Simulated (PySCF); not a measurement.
**C₃H₅BF₂O: electronic excitations and core binding energies**

Aim: predict the electronic excitations and core binding energies of C₃H₅BF₂O (`FB(F)C[C@@H]1CO1`).

The runs use PySCF 2.14.0, with density-fitted response routines of our own; the level of theory stands in each step. All values are computed, except where a source is named. Atoms are numbered from 0 throughout.

## (1) The molecule as given

12 atoms, charge 0, multiplicity 1; geometry from: GFN2-xTB.

Bonds of the start (Å): F0–B1 1.32, B1–F2 1.32, B1–C3 1.58, C3–C4 1.52, C4–C5 1.46, C5–O6 1.40, O6–C4 1.40, C3–H7 1.09, C3–H8 1.09, C4–H9 1.09, C5–H10 1.08, C5–H11 1.08.

## (2) TDDFT and polarisability: wB97X-D/def2-SVPD

What the job is given:

```
{"job": {"kind": "uv", "xc": "wB97X-D", "basis": "def2-SVPD", "nstates": 8, "ntriplets": 3}, "charge": 0, "multiplicity": 1}
F     -1.721089     1.074815     1.240297
B     -1.820544     0.331682     0.158543
F     -2.997228     0.392208    -0.426927
C     -0.646777    -0.563528    -0.402098
C      0.658658    -0.433485     0.357682
C      1.673298     0.546383    -0.033492
O      1.831430    -0.819456    -0.294390
H     -0.953334    -1.614291    -0.389062
H     -0.467553    -0.332195    -1.455661
H      0.606877    -0.717657     1.406011
H      1.499717     1.172214    -0.901177
H      2.337743     0.962626     0.714246
```

Level: TDDFT wB97X-D/def2-SVPD, vertical, gas phase, core orbitals frozen in the response.

On the command line:

```bash
$ OMP_NUM_THREADS=1 python probes_run.py task.json out
```

This one command runs all jobs of the session in turn.

The program printed:

```text
coarse grid: 10704 points
cycle   1  E = -416.5652798914  dE =  1.198e+00  |g| = 8.287e-01  |ddm| = 4.667e+00
cycle   2  E = -416.5306824541  dE =  3.460e-02  |g| = 1.004e+00  |ddm| = 1.772e+00
cycle   3  E = -416.6980429615  dE = -1.674e-01  |g| = 7.579e-02  |ddm| = 9.052e-01
cycle   4  E = -416.6989573611  dE = -9.144e-04  |g| = 3.985e-02  |ddm| = 1.221e-01
cycle   5  E = -416.6992399124  dE = -2.826e-04  |g| = 9.862e-03  |ddm| = 4.702e-02
cycle   6  E = -416.6992578583  dE = -1.795e-05  |g| = 2.102e-03  |ddm| = 1.350e-02
cycle   7  E = -416.6992590016  dE = -1.143e-06  |g| = 4.799e-04  |ddm| = 4.749e-03
final grid: 106112 points
cycle   8  E = -416.7592891409  dE = -1.152e-04  |g| = 5.843e-03  |ddm| = 1.572e-01
cycle   9  E = -416.7592910553  dE = -1.914e-06  |g| = 5.991e-03  |ddm| = 2.397e-02
cycle  10  E = -416.7592967163  dE = -5.661e-06  |g| = 5.565e-04  |ddm| = 4.819e-03
cycle  11  E = -416.7592967928  dE = -7.648e-08  |g| = 3.679e-04  |ddm| = 2.541e-03
cycle  12  E = -416.7592968198  dE = -2.700e-08  |g| = 1.065e-04  |ddm| = 5.656e-04
cycle  13  E = -416.7592968223  dE = -2.496e-09  |g| = 2.202e-05  |ddm| = 1.589e-04
cycle  14  E = -416.7592968225  dE = -2.121e-10  |g| = 8.993e-06  |ddm| = 7.959e-05
converged SCF energy = -416.7592968225

Static polarisability (au): isotropic 50.211, principal 45.341 47.994 57.296

Singlet excitations
state   eV       nm        f      main configurations
  1   7.9306    156.3   0.00392   H->L+1 0.69, H->L 0.17
  2   8.1308    152.5   0.01111   H->L 0.47, H->L+2 0.28, H->L+1 0.11
  3   8.3995    147.6   0.01123   H-1->L+1 0.55, H->L+4 0.11
  4   8.4584    146.6   0.00401   H->L+4 0.26, H-1->L+1 0.20, H->L+5 0.14
  5   8.6767    142.9   0.01380   H->L+3 0.57, H-1->L 0.20
  6   8.7434    141.8   0.00857   H-1->L 0.43, H->L+3 0.20, H-1->L+2 0.10
  7   8.9224    139.0   0.04241   H->L+2 0.46, H->L+4 0.30, H->L+5 0.09
  8   9.1340    135.7   0.00853   H->L+6 0.22, H->L+7 0.22, H->L+9 0.13

Triplet excitations (Tamm-Dancoff, eV): 7.5734 8.0343 8.0608
```

It took 55 s on 1 thread of Arm Neoverse N1, shared host; peak memory 0.76 GiB.

The orbitals next to the gap, with their largest atomic shares:

| orbital | eV | atoms |
| --- | --- | --- |
| HOMO−3 | -12.74 | C4 23 %, C5 20 %, C3 19 % |
| HOMO−2 | -12.44 | C3 28 %, B1 14 %, O6 13 % |
| HOMO−1 | -10.77 | O6 28 %, C5 27 %, C4 25 % |
| HOMO | -10.07 | O6 65 %, C5 9 %, C4 8 % |
| LUMO | 1.81 | B1 59 %, C3 6 %, F2 6 % |
| LUMO+1 | 1.98 | B1 42 %, F0 16 %, C3 16 % |
| LUMO+2 | 2.81 | C5 28 %, H11 18 %, H10 11 % |

With each of the 8 states as a Gaussian band of 0.4 eV half-width at 1/e, the curve within the window shown has maxima at 140 nm (ε 2,900) L/(mol cm). Beyond the last state computed it falls off for lack of states. The curve at chosen wavelengths:

```tsv
nm	ε (L/mol/cm)
131	565
132	824
134	1483
135	1843
137	2478
138	2697
140	2869
141	2825
143	2555
144	2370
146	1985
147	1806
149	1492
150	1356
152	1108
153	993
155	774
156	670
158	481
159	397
161	258
162	202
164	118
165	88
167	46
168	33
```

Further results of this job:

| property | computed |
| --- | --- |
| dipole moment (D) | 0.40 |
| polarisability (Å³) | 7.44 |
| HOMO–LUMO gap (eV) | 11.88 |
| −ε(HOMO) (eV) | 10.07 |

## (3) Core-electron binding energies: SCAN, X2C

Same as in step 2 but for these lines:

```diff
@@ -1,2 +1,2 @@
-{"job": {"kind": "uv", "xc": "wB97X-D", "basis": "def2-SVPD", "nstates": 8, "ntriplets": 3}, "charge": 0, "multiplicity": 1}
+{"job": {"kind": "xps"}, "charge": 0, "multiplicity": 1}
 F     -1.721089     1.074815     1.240297
```

With the program's defaults for keys left out, this is: delta-SCF UKS SCAN, pcX-2 on the ionised atom, pcseg-1 elsewhere, spin-free X2C.

The program printed:

```text
ground state, core basis on atom 0 (F), 154 functions
  cycle   1  E = -417.16028608  |g| = 8.39e-01
  cycle   2  E = -416.93236100  |g| = 1.46e+00
  cycle   3  E = -417.27519145  |g| = 1.68e-01
  cycle   4  E = -417.28111849  |g| = 5.03e-02
  cycle   5  E = -417.28153134  |g| = 2.14e-02
  cycle   6  E = -417.28160885  |g| = 5.65e-03
  cycle   7  E = -417.28161467  |g| = 1.46e-03
  cycle   8  E = -417.28161221  |g| = 8.31e-04
  cycle   9  E = -417.28161459  |g| = 1.55e-04
  E(ground) = -417.28526246 Eh
hole in F 1s of atom 0
  cycle   1  E = -390.90348379  |g| = 2.58e+00
  cycle   2  E = -389.93285008  |g| = 2.42e+00
  cycle   3  E = -391.14396712  |g| = 1.20e+00
  cycle   4  E = -391.73191941  |g| = 3.55e-01
  cycle   5  E = -391.76547735  |g| = 1.69e-01
  cycle   6  E = -391.77731922  |g| = 3.74e-02
  cycle   7  E = -391.77796580  |g| = 8.42e-03
  cycle   8  E = -391.77799196  |g| = 4.26e-03
  cycle   9  E = -391.77799769  |g| = 1.81e-03
  cycle  10  E = -391.77799881  |g| = 5.34e-04
  cycle  11  E = -391.77800037  |g| = 2.28e-04
  E(ion) = -391.78919076 Eh   <S^2> = 0.7565   hole on atom = 1.000   binding energy = 693.783 eV
ground state, core basis on atom 1 (B), 154 functions
  cycle   1  E = -417.23778668  |g| = 1.18e-01
  cycle   2  E = -417.23422427  |g| = 1.87e-01
  cycle   3  E = -417.23961178  |g| = 1.25e-02
  cycle   4  E = -417.23962046  |g| = 1.04e-02
  cycle   5  E = -417.23964004  |g| = 1.74e-03
  cycle   6  E = -417.23964071  |g| = 3.72e-04
  E(ground) = -417.24217602 Eh
hole in B 1s of atom 1
  cycle   1  E = -409.52413846  |g| = 1.16e+00
  cycle   2  E = -407.18843548  |g| = 2.18e+00
  cycle   3  E = -409.53649472  |g| = 9.05e-01
  cycle   4  E = -409.85302956  |g| = 2.76e-01
  cycle   5  E = -409.88480018  |g| = 1.63e-01
  cycle   6  E = -409.67337759  |g| = 5.50e-01
  cycle   7  E = -409.89498313  |g| = 4.98e-02
  cycle   8  E = -409.80773255  |g| = 3.67e-01
  cycle   9  E = -409.80627932  |g| = 3.70e-01
  cycle  10  E = -409.80552777  |g| = 3.71e-01
  cycle  11  E = -409.82469340  |g| = 3.34e-01
  cycle  12  E = -409.86951662  |g| = 2.08e-01
  cycle  13  E = -409.81767758  |g| = 3.43e-01
  cycle  14  E = -409.79074752  |g| = 3.87e-01
  cycle  15  E = -409.89581375  |g| = 2.36e-02
  cycle  16  E = -409.89272090  |g| = 6.99e-02
  cycle  17  E = -409.89344283  |g| = 6.71e-02
  cycle  18  E = -409.89561308  |g| = 3.29e-02
  cycle  19  E = -409.89629062  |g| = 4.37e-03
  cycle  20  E = -409.89628779  |g| = 5.42e-03
  cycle  21  E = -409.89630663  |g| = 1.26e-03
  cycle  22  E = -409.89630680  |g| = 3.27e-04
  E(ion) = -409.90119426 Eh   <S^2> = 0.9287   hole on atom = 1.000   binding energy = 199.758 eV
ground state, core basis on atom 3 (C), 154 functions
  cycle   1  E = -417.23729943  |g| = 5.95e-02
  cycle   2  E = -417.23721061  |g| = 3.27e-02
  cycle   3  E = -417.23726071  |g| = 2.80e-02
  cycle   4  E = -417.23738457  |g| = 4.13e-03
  cycle   5  E = -417.23738667  |g| = 6.53e-04
  cycle   6  E = -417.23738809  |g| = 2.44e-04
  E(ground) = -417.23850815 Eh
hole in C 1s of atom 3
  cycle   1  E = -405.98169868  |g| = 1.51e+00
  cycle   2  E = -405.26878148  |g| = 1.86e+00
  cycle   3  E = -406.45216583  |g| = 4.79e-01
  cycle   4  E = -406.49306512  |g| = 3.56e-01
  cycle   5  E = -406.53865526  |g| = 6.36e-02
  cycle   6  E = -406.53970004  |g| = 3.46e-02
  cycle   7  E = -406.54012567  |g| = 7.51e-03
  cycle   8  E = -406.54014273  |g| = 3.96e-03
  cycle   9  E = -406.54015172  |g| = 1.18e-03
  cycle  10  E = -406.54015300  |g| = 7.66e-04
  cycle  11  E = -406.54015260  |g| = 4.18e-04
  E(ion) = -406.54028613 Eh   <S^2> = 0.7666   hole on atom = 1.000   binding energy = 291.113 eV
ground state, core basis on atom 4 (C), 154 functions
  cycle   1  E = -417.24187222  |g| = 5.92e-02
  cycle   2  E = -417.24186237  |g| = 2.11e-02
  cycle   3  E = -417.24187708  |g| = 1.94e-02
  cycle   4  E = -417.24196627  |g| = 4.22e-03
  cycle   5  E = -417.24196772  |g| = 9.51e-04
  cycle   6  E = -417.24196804  |g| = 2.30e-04
  E(ground) = -417.24288324 Eh
hole in C 1s of atom 4
  cycle   1  E = -405.93198098  |g| = 1.51e+00
  cycle   2  E = -404.95105535  |g| = 2.09e+00
  cycle   3  E = -406.40682345  |g| = 4.76e-01
  cycle   4  E = -406.45186473  |g| = 3.27e-01
  cycle   5  E = -406.49072148  |g| = 7.89e-02
  cycle   6  E = -406.49303110  |g| = 2.34e-02
  cycle   7  E = -406.49328924  |g| = 6.88e-03
  cycle   8  E = -406.49331753  |g| = 2.97e-03
  cycle   9  E = -406.49332201  |g| = 2.00e-03
  cycle  10  E = -406.49332481  |g| = 1.03e-03
  cycle  11  E = -406.49332554  |g| = 4.08e-04
  E(ion) = -406.49278656 Eh   <S^2> = 0.7738   hole on atom = 1.000   binding energy = 292.525 eV
ground state, core basis on atom 5 (C), 154 functions
  cycle   1  E = -417.24028873  |g| = 5.87e-02
  cycle   2  E = -417.24022289  |g| = 2.70e-02
  cycle   3  E = -417.24019615  |g| = 2.99e-02
  cycle   4  E = -417.24037113  |g| = 5.45e-03
  cycle   5  E = -417.24037673  |g| = 8.80e-04
  cycle   6  E = -417.24037821  |g| = 1.99e-04
  E(ground) = -417.24177843 Eh
hole in C 1s of atom 5
  cycle   1  E = -405.94415062  |g| = 1.51e+00
  cycle   2  E = -405.11625102  |g| = 1.97e+00
  cycle   3  E = -406.41198953  |g| = 4.80e-01
  cycle   4  E = -406.45709097  |g| = 3.31e-01
  cycle   5  E = -406.49808406  |g| = 6.73e-02
  cycle   6  E = -406.49965521  |g| = 2.53e-02
  cycle   7  E = -406.49996863  |g| = 7.41e-03
  cycle   8  E = -406.49999394  |g| = 4.21e-03
  cycle   9  E = -406.50000087  |g| = 1.78e-03
  cycle  10  E = -406.50000328  |g| = 9.03e-04
  cycle  11  E = -406.50000342  |g| = 4.27e-04
  E(ion) = -406.49967935 Eh   <S^2> = 0.7718   hole on atom = 1.000   binding energy = 292.307 eV
ground state, core basis on atom 6 (O), 154 functions
  cycle   1  E = -417.26852906  |g| = 9.45e-02
  cycle   2  E = -417.26820759  |g| = 5.11e-02
  cycle   3  E = -417.26799751  |g| = 6.23e-02
  cycle   4  E = -417.26866627  |g| = 5.10e-03
  cycle   5  E = -417.26867198  |g| = 6.87e-04
  cycle   6  E = -417.26867308  |g| = 2.02e-04
  E(ground) = -417.26788547 Eh
hole in O 1s of atom 6
  cycle   1  E = -396.65047082  |g| = 2.22e+00
  cycle   2  E = -395.89287190  |g| = 2.38e+00
  cycle   3  E = -397.37847234  |g| = 5.28e-01
  cycle   4  E = -397.45366523  |g| = 2.01e-01
  cycle   5  E = -397.46904524  |g| = 8.53e-02
  cycle   6  E = -397.47140853  |g| = 2.88e-02
  cycle   7  E = -397.47167370  |g| = 8.81e-03
  cycle   8  E = -397.47170170  |g| = 2.66e-03
  cycle   9  E = -397.47170464  |g| = 1.04e-03
  cycle  10  E = -397.47170557  |g| = 4.50e-04
  E(ion) = -397.47151743 Eh   <S^2> = 0.7648   hole on atom = 1.000   binding energy = 538.687 eV
```

Run time: 1.9 min. Hardware: 1 thread of Arm Neoverse N1, shared host; peak memory 0.63 GiB.

Binding energies by hole, beside the orbital energy of the ground state; the difference holds orbital relaxation and, for a density functional, its self-interaction error:

| hole | stands for | environment | ΔSCF (eV) | −ε (eV) | ⟨S²⟩ |
| --- | --- | --- | --- | --- | --- |
| F1s on F0 | F0, F2 | fluorine bonded to B | 693.78 | 667.4 | 0.756 |
| B1s on B1 | B1 | boron bonded to C, 2 F | 199.76 (doubtful) | 183.0 | 0.929 |
| C1s on C3 | C3 | sp3 CH2 bonded to B | 291.11 | 273.9 | 0.767 |
| C1s on C4 | C4 | epoxide ring carbon | 292.53 | 275.4 | 0.774 |
| C1s on C5 | C5 | epoxide ring carbon | 292.31 | 275.0 | 0.772 |
| O1s on O6 | O6 | ether oxygen | 538.69 | 517.0 | 0.765 |

Each hole run stands for the others of its class of like atoms.

Doubtful: the ion did not converge, its hole moved, or its ⟨S²⟩ is well above 0.75.

## (4) Summary of results

```
                                quantity                               value
      lowest singlet (wB97X-D/def2-SVPD)         7.93 eV (156 nm), f = 0.004
brightest single state of those computed         state 7, 8.92 eV, f = 0.042
                          lowest triplet                             7.57 eV
        C1s binding energies, SCAN/pcX-2  C4 292.53, C5 292.31, C3 291.11 eV
        F1s binding energies, SCAN/pcX-2                        F0 693.78 eV
        O1s binding energies, SCAN/pcX-2                        O6 538.69 eV
```

What this shows: The lowest singlet, at 7.93 eV, is HOMO→LUMO+1 0.69, HOMO→LUMO 0.17 and is weak; of the 8 states computed, the strongest absorption comes from state 7 at 8.92 eV. The lowest triplet lies 0.36 eV below the lowest singlet (triplets in Tamm-Dancoff, singlets in full TDDFT). The C1s levels kept as sound span 1.41 eV, from C3 (sp3 CH2 bonded to B) up to C4 (epoxide ring carbon).
